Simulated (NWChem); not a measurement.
# BGeNH5 (SMILES B[N][GeH3]): levels of theory compared

We compute a comparison of 3 runs (UHF/def2-SVP, UPBE0/6-31G*, UPBE0/def2-SVP) of BGeNH5. 

Program for the calculation: NWChem 7.3.0.

### 1 The system as given

BGeNH5 has 8 atoms, charge 0, and is taken as a doublet. As SMILES, `B[N][GeH3]`. The coordinates come from a PBE0-D4/def2-TZVP relaxation.

Bond lengths: B1–N2 1.338 Å, N2–Ge3 1.820 Å, B1–H4 1.208 Å, B1–H5 1.208 Å, Ge3–H6 1.535 Å, Ge3–H7 1.534 Å, Ge3–H8 1.536 Å. Angles: B1–N2–Ge3 177.0°, N2–B1–H4 120.1°, N2–B1–H5 120.4°, N2–Ge3–H6 108.1°, N2–Ge3–H7 109.2°, N2–Ge3–H8 106.3°, H4–B1–H5 119.6°, H6–Ge3–H7 111.1°, H6–Ge3–H8 110.9°, H7–Ge3–H8 111.0°.

### 2 Energy and forces at UHF/def2-SVP (run 1)

Contents of bgeh5n.nw:

```
start bgeh5n
memory total 2200 mb
geometry units au noautosym nocenter noautoz
 B     -1.53200097     1.97325202    -2.21060162
 N     -0.28043536     0.50644660    -0.57485469
 Ge     1.26573856    -1.55600049     1.70169838
 H     -3.31193401     1.13421362    -3.36919271
 H     -0.89081690     4.13831124    -2.54338239
 H      1.57395289    -0.08768329     4.18347569
 H      3.83935657    -2.37708649     0.64893195
 H     -0.48943907    -3.83935657     2.05847867
end
basis spherical bse
 B library def2-SVP
 N library def2-SVP
 Ge library def2-SVP
 H library def2-SVP
end
scf
 doublet
 uhf
 thresh 1e-08
 maxiter 80
 noprint "final vectors analysis"
end
task scf gradient
```

The run is started by

```console
$ nwchem bgeh5n.nw > bgeh5n.out
```

Log:

```text
[...]
  functions       =    85
[...]
  wavefunction    = UHF
[...]
         Total SCF energy =  -2157.065248799283
      One electron energy =  -3328.904427374867
      Two electron energy =   1008.845114517196
 Nuclear repulsion energy =    162.994064058388
                       Sz =      0.5000
                 Sz(Sz+1) =      0.7500
                      S^2 =      0.7719
[...]
                         UHF ENERGY GRADIENTS
    atom               coordinates                        gradient
                 x          y          z           x          y          z
   1 B      -1.532001   1.973252  -2.210602    0.015569  -0.018170   0.020543
   2 N      -0.280435   0.506447  -0.574855   -0.011608   0.013656  -0.015293
   3 Ge      1.265739  -1.556000   1.701698   -0.002236   0.004142  -0.004478
   4 H      -3.311934   1.134214  -3.369193   -0.000407   0.000734  -0.000697
   5 H      -0.890817   4.138311  -2.543382   -0.000707   0.000425  -0.000787
   6 H       1.573953  -0.087683   4.183476   -0.000442   0.001238   0.001701
   7 H       3.839357  -2.377086   0.648932    0.001431  -0.000384  -0.001367
   8 H      -0.489439  -3.839357   2.058479   -0.001600  -0.001641   0.000377
[...]
```

Wall time 17 s (1 thread of AMD EPYC 9R45 (Zen 5), shared host); peak memory 0.1 GiB.

### 3 Energy and forces at UPBE0/6-31G(d) (spherical functions) (run 2)

Contents of geom.nw:

```
start geom
title "BGeH5N PBE0"
memory stack 880 mb heap 220 mb global 1100 mb
geometry noautosym nocenter noautoz
B       -0.810700       1.044200      -1.169800
N       -0.148400       0.268000      -0.304200
Ge       0.669800      -0.823400       0.900500
H       -1.752600       0.600200      -1.782900
H       -0.471400       2.189900      -1.345900
H        0.832900      -0.046400       2.213800
H        2.031700      -1.257900       0.343400
H       -0.259000      -2.031700       1.089300
end
basis spherical bse
* library 6-31G*
end
dft
xc pbe0
mult 2
grid xfine
convergence energy 1e-08
maxiter 100
mulliken
end
task dft gradient
```

The run is started by

```console
$ nwchem geom.nw > geom.out
```

Log:

```text
[...]
          Wavefunction type:  spin polarized.
          No. of atoms     :     8
          No. of electrons :    49
[...]
          Charge           :     0
          Spin multiplicity:     2
[...]
          AO basis - number of functions:    70
[...]
              XC Information
              --------------
                         PBE0 Method XC Functional
                     Hartree-Fock (Exact) Exchange  0.250
          PerdewBurkeErnzerhof Exchange Functional  0.750
            Perdew 1991 LDA Correlation Functional  1.000 local
           PerdewBurkeErnz. Correlation Functional  1.000 non-local
[...]
 d= 0,ls=0.0,diis     1  -2158.8450804584 -2.32D+03  6.26D-03  8.06D-02     2.4
[...]
 d= 0,ls=0.0,diis    12  -2158.9068688352 -2.35D-09  3.25D-07  2.83D-10    25.7
[...]
         Total DFT energy =    -2158.906868835175
      One electron energy =    -3328.318678316311
           Coulomb energy =     1097.881268764784
    Exchange-Corr. energy =      -91.463535204582
 Nuclear repulsion energy =      162.994075920934
[...]
      Total Density - Mulliken Population Analysis
     ---------------------------------------------
    Atom       Charge   Shell Charges
 -----------   ------   -------------------------------------------------------
    1 B    5     5.02   2.00  0.58  1.52  0.41  0.45  0.06
    2 N    7     7.19   2.00  0.81  2.36  0.79  1.23  0.01
    3 Ge  32    31.93   2.00  2.00  6.00  2.00  5.99  1.25  2.22  0.05  0.20  6.86  2.93  0.43
    4 H    1     1.00   0.50  0.50
    5 H    1     1.00   0.50  0.50
    6 H    1     0.96   0.47  0.48
    7 H    1     0.96   0.48  0.49
    8 H    1     0.95   0.47  0.48
[...]
      <S2> =      0.7583 (Exact =     0.7500)
[...]
  wavefunction    = open shell
                         DFT ENERGY GRADIENTS
    atom               coordinates                        gradient
                 x          y          z           x          y          z
   1 B      -1.532001   1.973252  -2.210601    0.002099  -0.002541   0.002792
   2 N      -0.280435   0.506447  -0.574855   -0.001794   0.002438  -0.002704
   3 Ge      1.265738  -1.556000   1.701698    0.000265  -0.000928   0.000970
   4 H      -3.311934   1.134214  -3.369192    0.000672   0.000332   0.000446
   5 H      -0.890817   4.138311  -2.543382   -0.000279  -0.000826   0.000143
   6 H       1.573953  -0.087683   4.183475   -0.000223  -0.000768  -0.001798
   7 H       3.839356  -2.377086   0.648932   -0.001804   0.000764   0.000504
   8 H      -0.489439  -3.839356   2.058479    0.001065   0.001528  -0.000353
[...]
```

It took 32 s on 1 thread of AMD EPYC 9R45 (Zen 5), shared host; peak memory 0.14 GiB.

### 4 Energy and gradient at UPBE0/def2-SVP (run 3)

Contents of a.xyz:

```xyz
8
BGeH5N PBE0
B     -0.810700     1.044200    -1.169800
N     -0.148400     0.268000    -0.304200
Ge     0.669800    -0.823400     0.900500
H     -1.752600     0.600200    -1.782900
H     -0.471400     2.189900    -1.345900
H      0.832900    -0.046400     2.213800
H      2.031700    -1.257900     0.343400
H     -0.259000    -2.031700     1.089300
```

Contents of a.nw:

```
START a
TITLE "BGeH5N PBE0"
memory stack 880 mb heap 220 mb global 1100 mb
charge 0

GEOMETRY units angstroms noautosym nocenter noautoz
 load format xyz a.xyz
END

BASIS spherical bse
 * library def2-SVP
END

DFT
 xc pbe0
 mult 2
 grid xfine
 convergence energy 1e-08
 iterations 100
 mulliken
 print medium
END

TASK dft gradient
```

The run is started by

```console
$ nwchem a.nw > a.out
```

Log:

```text
[...]
          Wavefunction type:  spin polarized.
          No. of atoms     :     8
          No. of electrons :    49
[...]
          Charge           :     0
          Spin multiplicity:     2
[...]
          AO basis - number of functions:    85
[...]
              XC Information
              --------------
                         PBE0 Method XC Functional
                     Hartree-Fock (Exact) Exchange  0.250
          PerdewBurkeErnzerhof Exchange Functional  0.750
            Perdew 1991 LDA Correlation Functional  1.000 local
           PerdewBurkeErnz. Correlation Functional  1.000 non-local
[...]
 d= 0,ls=0.0,diis     1  -2158.8179308743 -2.32D+03  5.12D-03  7.74D-02     2.6
[...]
 d= 0,ls=0.0,diis    12  -2158.8765723151 -2.60D-09  2.53D-07  3.17D-10    29.2
[...]
         Total DFT energy =    -2158.876572315114
      One electron energy =    -3328.636884628849
           Coulomb energy =     1098.241255164633
    Exchange-Corr. energy =      -91.475018771831
 Nuclear repulsion energy =      162.994075920934
[...]
      Total Density - Mulliken Population Analysis
     ---------------------------------------------
    Atom       Charge   Shell Charges
 -----------   ------   -------------------------------------------------------
    1 B    5     5.09   1.99  0.81  0.17  1.64  0.42  0.07
    2 N    7     7.16   1.99  1.03  0.51  2.32  1.31  0.01
    3 Ge  32    31.56   2.00  2.00  1.99  1.15  0.12  6.00  5.98  1.42  0.75  8.10  1.82  0.24
    4 H    1     1.01   0.72  0.28  0.01
    5 H    1     1.01   0.72  0.28  0.01
    6 H    1     1.06   0.71  0.34  0.01
    7 H    1     1.06   0.71  0.34  0.01
    8 H    1     1.05   0.71  0.33  0.01
[...]
      <S2> =      0.7586 (Exact =     0.7500)
[...]
  wavefunction    = open shell
                         DFT ENERGY GRADIENTS
    atom               coordinates                        gradient
                 x          y          z           x          y          z
   1 B      -1.532001   1.973252  -2.210601   -0.000582   0.000492  -0.000520
   2 N      -0.280435   0.506447  -0.574855   -0.002243   0.003066  -0.003460
   3 Ge      1.265738  -1.556000   1.701698   -0.000047  -0.000574   0.000596
   4 H      -3.311934   1.134214  -3.369192    0.004594   0.001783   0.003124
   5 H      -0.890817   4.138311  -2.543382   -0.001355  -0.005588   0.001123
   6 H       1.573953  -0.087683   4.183475   -0.000104  -0.000167  -0.000708
   7 H       3.839356  -2.377086   0.648932   -0.000626   0.000350   0.000053
   8 H      -0.489439  -3.839356   2.058479    0.000362   0.000638  -0.000208
[...]
```

It took 35 s on 1 thread of AMD EPYC 9R45 (Zen 5), shared host; peak memory 0.14 GiB.

### 5 The series

```csv
run,level,iteration cap,module,energy (Eh),dipole moment (D),⟨S²⟩,largest force (eV/Å),wall time
1,UHF/def2-SVP,80,scf,-2157.065249,1.94,0.772,1.622,17 s
2,UPBE0/6-31G* (spherical functions),100,dft,-2158.906869,1.79,0.758,0.222,32 s
3,UPBE0/def2-SVP,100,dft,-2158.876572,1.77,0.759,0.301,35 s
```

### 6 Results

```
                                 quantity           value
                      run 3: total energy  -2158.87657 Eh
                     run 3: dipole moment          1.77 D
run 3: HOMO energy (highest over α and β)        -7.43 eV
 run 3: LUMO energy (lowest over α and β)        -3.09 eV
                              run 3: ⟨S²⟩           0.759
          run 3: largest force on an atom      0.301 eV/Å
```

In words: The dipole moment (its size) runs from 1.77 D (UPBE0/def2-SVP) to 1.94 D (UHF/def2-SVP). All runs together took 83 s, the longest 35 s.
